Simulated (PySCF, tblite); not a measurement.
# C₄H₁₂BrGeN: geometry, infrared bands and NMR shifts

Wanted: the infrared bands and NMR shifts of C₄H₁₂BrGeN (`C[CH2][Ge@H]([Br])[N](C)C`), by calculation.

The runs use tblite 0.8.0 and PySCF 2.14.0, with density-fitted response routines of our own; the level of theory stands in each step. All values are computed, except where a source is named. Atoms count from 0, in the outputs and in this text.

## 1. The starting structure

19 atoms, charge 0, multiplicity 1; geometry from: force field or distance geometry start.

Bonds of the start (Å): C0–C1 1.52, C1–Ge2 1.94, Ge2–Br3 2.32, Ge2–N4 1.88, N4–C5 1.47, N4–C6 1.46, C0–H7 1.10, C0–H8 1.11, C0–H9 1.11, C1–H10 1.11, C1–H11 1.12, Ge2–H12 1.55, C5–H13 1.12, C5–H14 1.11, C5–H15 1.10, C6–H16 1.12, C6–H17 1.11, C6–H18 1.12.

## 2. Optimising the geometry with GFN2-xTB

The job: settings as JSON, then the geometry in Å.

```
{"job": {"kind": "relax", "xc": "GFN2-xTB", "basis": "xTB"}, "charge": 0, "multiplicity": 1}
C      2.556600     0.083700    -0.315400
C      1.735500    -0.769600     0.635500
Ge     0.063200     0.095000     1.093600
Br    -1.189000    -1.281800     2.482000
N     -0.903200     0.500300    -0.470500
C     -1.284300    -0.744900    -1.156000
C     -2.099300     1.271400    -0.123900
H      3.514200    -0.414400    -0.545400
H      1.989700     0.236300    -1.258300
H      2.762900     1.071700     0.151300
H      1.526900    -1.761200     0.177400
H      2.314900    -0.939200     1.580700
H      0.362900     1.417900     1.853100
H     -0.364700    -1.312400    -1.442100
H     -1.921600    -1.374000    -0.502300
H     -1.834500    -0.515600    -2.078000
H     -2.766600     0.691200     0.558100
H     -2.665200     1.537800    -1.037300
H     -1.808200     2.217300     0.390000
```

Command:

```sh
$ OMP_NUM_THREADS=1 python probes_run.py task.json out
```

One launch serves the whole session: the jobs run in the order shown.

**Question.** This job is followed by: GFN2-xTB harmonic vibrations, gas phase; GIAO PBE0/pcSseg-1 NMR shielding, non-relativistic, gas phase. What will the session give for the following? strongest single infrared mode (GFN2-xTB); zero-point energy (GFN2-xTB); 13C shifts against TMS (PBE0/pcSseg-1, means over atoms taken as alike); 1H shifts against TMS (PBE0/pcSseg-1, means over atoms taken as alike); 73Ge shifts against GeMe4 (PBE0/pcSseg-1); 79Br shifts against HBr (PBE0/pcSseg-1); 15N shifts against NH3 (PBE0/pcSseg-1); surface potential, 1st and 99th percentile.

As calculated:

| quantity | value |
| --- | --- |
| strongest single infrared mode (GFN2-xTB) | 1832 cm⁻¹, 322 km/mol |
| zero-point energy (GFN2-xTB) | 95.5 kcal/mol |
| 13C shifts against TMS (PBE0/pcSseg-1, means over atoms taken as alike) | 42.4, 21.1, 11.0 ppm |
| 1H shifts against TMS (PBE0/pcSseg-1, means over atoms taken as alike) | 5.73, 2.73, 1.76, 1.43, 1.25 ppm |
| 73Ge shifts against GeMe4 (PBE0/pcSseg-1) | 70 ppm |
| 79Br shifts against HBr (PBE0/pcSseg-1) | -31 ppm |
| 15N shifts against NH3 (PBE0/pcSseg-1) | 47.5 ppm |
| surface potential, 1st and 99th percentile | -0.82 V and 0.88 V |

In words: The optimisation took 90 steps and gained 0.271 eV; among the close pairs (by a distance rule), C1–Ge2 changed most, from 1.938 to 1.994 Å. No mode is imaginary among the 51: a minimum at this level. The strongest single mode, at 1832 cm⁻¹, moves mainly H12. Unscaled tight-binding wavenumbers are off by several per cent, some by more. Its intensities can rank the bands wrongly. The most deshielded carbon is C5, C6 (mean) (methyl carbon bonded to N), at 42.4 ppm: pulled downfield by the heteroatom. At PBE0/pcSseg-1: The largest span, 427 ppm, is at Br3, where the paramagnetic term is -473 ppm. Spin-orbit coupling is left out, which matters for shieldings and couplings at and beside the heavy atoms.
